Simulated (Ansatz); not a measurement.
CH₆BGeNO, SMILES OBC=[N][GeH3]: vertical spin-state energies, run with Ansatz 0.2.0 through its Python package.

The script, `spin.py`:
```python
"""Gap between spin states of CH6BGeNO at one geometry."""

import ansatz as az
from ase import Atoms

atoms = Atoms(["O", "B", "C", "N", "Ge", "H", "H", "H", "H", "H", "H"], positions=[
    (-1.3035, 2.7241, -0.247),
    (-0.8651, 1.6703, 0.5714),
    (-0.31, 0.3886, -0.1083),
    (0.222, -0.5652, 0.6358),
    (0.8505, -2.1254, -0.13),
    (-0.5653, 3.3722, -0.3906),
    (-0.8908, 1.7612, 1.7538),
    (-0.1985, 0.3398, -1.1848),
    (-0.2229, -2.7754, -0.9599),
    (2.0839, -1.754, -0.9551),
    (1.2651, -3.0932, 1.0352),
])
mol = az.Crystal.molecule_from_ase(atoms)

base = mol.calculation().basis(gaussian="def2-SVPD").functional("HF")
found = {}
for unpaired in [0, 2]:
    report = base.spin("collinear", total=unpaired).run(threads=1, backend="cpu").report
    s = unpaired / 2
    found[unpaired] = report["free_energy_ev"]
    print(f"2S+1 = {unpaired + 1}: E = {found[unpaired]:.5f} eV, <S^2> = {abs(report['mean_field']['state']['spin_squared']):.3f} (pure state {s * (s + 1):.2f})")
lowest = min(found, key=found.get)
for unpaired, e in found.items():
    print(f"multiplicity {unpaired + 1}: {(e - found[lowest]):.3f} eV above the lowest")
```

Which spin state is lowest at this geometry, and how far above lie the others?

In order: multiplicity 1 (+0.00 eV) and multiplicity 3 (+1.56 eV), all at the one geometry.

The output:

```console
$ python spin.py
2S+1 = 1: E = -61778.43929 eV, <S^2> = 0.264 (pure state 0.00)
2S+1 = 3: E = -61776.87869 eV, <S^2> = 2.024 (pure state 2.00)
multiplicity 1: 0.000 eV above the lowest
multiplicity 3: 1.561 eV above the lowest
```

Caveats:
- The settings weren't tested for convergence.
- The geometry is a force-field or estimated start, not a minimum of this method, and the basis set is short of its limit. All parts are taken at fixed geometry, without zero-point energy.
- The expectation value of S² is noticeably off S(S+1) in at least one run, so that state is spin-contaminated.
- Hartree-Fock leaves correlation out, so it favours high-spin states too much.
- Wall time of the script: 55 s on 1 thread of Intel(R) Xeon(R) Platinum 8488C (Sapphire Rapids) (shared host), peak memory 0.92 GiB.

(Lines on the test bed's own set-up are left out of the output.)
